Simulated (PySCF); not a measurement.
# C3H7FSSi: the cost of one run

Programs: PySCF 2.14.0, with density-fitted response routines of our own. Each step states its level of theory. These are calculated values for one molecule in the gas phase, unless marked as measured. Atoms are numbered from 0 throughout.

### Step 1. Starting geometry

13 atoms, charge 0, multiplicity 1; geometry from: PBE0-D3(BJ)/def2-SVP.

Bonds of the start (Å): C0–C1 1.34, C1–Si2 1.87, Si2–F3 1.63, C1–S4 1.75, S4–C5 1.80, C0–H6 1.09, C0–H7 1.09, Si2–H8 1.49, Si2–H9 1.49, C5–H10 1.10, C5–H11 1.10, C5–H12 1.10.

### Step 2. Nuclear shieldings: PBE0/pcSseg-1

Job settings and geometry (Å):

```
{"job": {"kind": "nmr", "xc": "PBE0", "basis": "pcSseg-1", "pop": false}, "charge": 0, "multiplicity": 1}
C     -0.337879     1.147917     0.057207
C     -0.449144    -0.186884    -0.059414
Si    -2.111435    -0.988780     0.269437
F     -3.147709     0.213283     0.634292
S      0.814904    -1.312014    -0.508103
C      2.234146    -0.243046    -0.785955
H      0.594967     1.690620    -0.120647
H     -1.209694     1.742052     0.343346
H     -2.048070    -1.920349     1.428431
H     -2.621577    -1.695034    -0.936878
H      2.032882     0.480066    -1.590350
H      2.518812     0.288729     0.134117
H      3.059496    -0.900298    -1.091115
```

With the program's defaults for keys left out, this is: GIAO PBE0/pcSseg-1 NMR shielding, non-relativistic, gas phase.

Run with:

```
> OMP_NUM_THREADS=1 python probes_run.py task.json out
```

One launch serves the whole session: the jobs run in the order shown.

Q: Estimate the wall time and peak memory of this first job on 1 thread of Arm Neoverse V1, shared host.

About 15 s, with a peak of 0.8 GiB.
